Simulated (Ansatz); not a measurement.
**SnH₂F radical: small, medium and large basis sets**

One table from this session's results is given with a row withheld; the runs are named, their logs left out.

Program: Ansatz 0.2.0, Gaussian basis. Level of theory: one geometry, several basis sets. These are calculated values, not measurements.

The runs, in order: PBE0-D4/def2-SVP; ωB97M-V/def2-SVP; PBE0-D4/def2-QZVPP; ωB97M-V/def2-QZVPP; the functionals' def2-TZVPP values are taken from earlier runs.

**Structure used throughout**

All runs share one geometry, relaxed beforehand with PBE0-D4 in a triple-zeta def2 set. Sn takes the def2 core potential; no spin-orbit term is included.

4 atoms, charge 0, spin multiplicity 2.

Atoms are counted from 1 here; the program's logs count them from 0.

Bond lengths: F1–Sn2 1.932 Å, Sn2–H3 1.726 Å, Sn2–H4 1.726 Å. Angles: F1–Sn2–H3 103.3°, F1–Sn2–H4 103.3°, H3–Sn2–H4 113.3°.

Set-up of the first run:

File in.yaml:

```yaml
crystal:
  periodic: [false, false, false]
  atoms:
    - {symbol: F, position_ang: [-1.552624, -0.190005, 0.640650]}
    - {symbol: Sn, position_ang: [0.028308, -0.242228, -0.468306]}
    - {symbol: H, position_ang: [1.184134, -1.054386, 0.524096]}
    - {symbol: H, position_ang: [0.395682, 1.426219, -0.716739]}
basis:
  gaussian: {orbitals: def2-SVP}
magnetization: {spin_polarized: true, initial_magnetization: 1}
hamiltonian: {xc: pbe0, dispersion: d4}
output: {orbitals: {seedname: orbitals}}
```

Steps of the session up to this table: PBE0-D4 in def2-SVP; ωB97M-V in def2-SVP; PBE0-D4 in def2-QZVPP; ωB97M-V in def2-QZVPP.

One table of the session follows, with a row left open; its other results are not shown here.

It belongs to the step «Functionals by basis». 

```
functional       basis  HOMO (eV)  LUMO (eV)
   PBE0-D4    def2-SVP      -6.60      -3.51
   PBE0-D4  def2-TZVPP          ?          ?
   PBE0-D4  def2-QZVPP      -6.74      -3.62
   ωB97M-V    def2-SVP      -8.59      -1.69
   ωB97M-V  def2-TZVPP      -8.76      -1.86
   ωB97M-V  def2-QZVPP      -8.78      -1.90
```

Q: Estimate the row for PBE0-D4, def2-TZVPP from the others.

As computed: HOMO (eV): -6.72; LUMO (eV): -3.60. In the column «HOMO (eV)» it lies between PBE0-D4, def2-QZVPP (-6.74) and PBE0-D4, def2-SVP (-6.60).
